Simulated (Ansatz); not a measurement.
# FH₃NO₂Ta: how energies converge with the basis set

The task here is to estimate one member of a computed series from the others.

The runs use Ansatz 0.2.0, Gaussian basis; one geometry, several basis sets.

Levels to be run: PBE0-D4/def2-SVP; ωB97M-V/def2-SVP; PBE0-D4/def2-QZVPP; ωB97M-V/def2-QZVPP; the functionals' def2-TZVPP values are taken from earlier runs.

1 further run of the same task is left out (for a known fault of the program).

## The geometry

An earlier PBE0-D4 in a triple-zeta def2 set relaxation fixed the geometry. Ta takes the def2 core potential; no spin-orbit term is included.

8 atoms, charge 0, spin multiplicity 1.

Atoms are counted from 1 here; the program's logs count them from 0.

Bond lengths: N1–Ta2 1.971 Å, N1–H6 1.009 Å, N1–H7 1.010 Å, Ta2–O3 1.717 Å, Ta2–O4 1.905 Å, Ta2–F5 1.891 Å, O4–H8 0.957 Å. Angles: Ta2–N1–H6 124.4°, Ta2–N1–H7 125.0°, H6–N1–H7 110.5°, N1–Ta2–O3 104.8°, N1–Ta2–O4 110.3°, N1–Ta2–F5 111.1°, O3–Ta2–O4 111.0°, O3–Ta2–F5 110.4°, O4–Ta2–F5 109.3°, Ta2–O4–H8 131.2°.

Geometry (Å):

```xyz
8
charge 0, multiplicity 1
N    -0.6466    1.1854    0.5885
Ta    0.5589   -0.2533   -0.0141
O     0.7752   -1.2499    1.3674
O    -0.2404   -1.2299   -1.4408
F     2.2201    0.4462   -0.5872
H    -0.9823    1.2898    1.5338
H    -1.0506    1.8914   -0.0102
H    -0.5423   -2.1367   -1.4933
```

Set-up of the first run:

Input file in.yaml:

```yaml
crystal:
  periodic: [false, false, false]
  atoms:
    - {symbol: N, position_ang: [-0.646597, 1.185426, 0.588464]}
    - {symbol: Ta, position_ang: [0.558913, -0.253308, -0.014140]}
    - {symbol: O, position_ang: [0.775164, -1.249907, 1.367387]}
    - {symbol: O, position_ang: [-0.240359, -1.229919, -1.440768]}
    - {symbol: F, position_ang: [2.220130, 0.446181, -0.587209]}
    - {symbol: H, position_ang: [-0.982264, 1.289784, 1.533825]}
    - {symbol: H, position_ang: [-1.050597, 1.891442, -0.010191]}
    - {symbol: H, position_ang: [-0.542292, -2.136698, -1.493267]}
basis:
  gaussian: {orbitals: def2-SVP}
hamiltonian: {xc: pbe0, dispersion: d4}
output: {orbitals: {seedname: orbitals}}
```

Command:

```bash
$ ansatz run in.yaml --threads 2 --pin off --events-out ev --progress --plain --max-ram 22528MiB --backend cpu
```

Steps of the session up to this table: PBE0-D4 in def2-SVP; ωB97M-V in def2-SVP; PBE0-D4 in def2-QZVPP; ωB97M-V in def2-QZVPP.

One of the session's tables, all rows but one given; the rest of the session is left out.

```
functional       basis  HOMO (eV)
   PBE0-D4    def2-SVP      -8.23
   PBE0-D4  def2-TZVPP      -8.34
   PBE0-D4  def2-QZVPP      -8.39
   ωB97M-V    def2-SVP          ?
   ωB97M-V  def2-TZVPP     -10.72
   ωB97M-V  def2-QZVPP     -10.76
```

**Question.** Estimate the row for ωB97M-V, def2-SVP.

The run gave: HOMO (eV): -10.59. In the column «HOMO (eV)» it lies between ωB97M-V, def2-TZVPP (-10.72) and PBE0-D4, def2-QZVPP (-8.39).
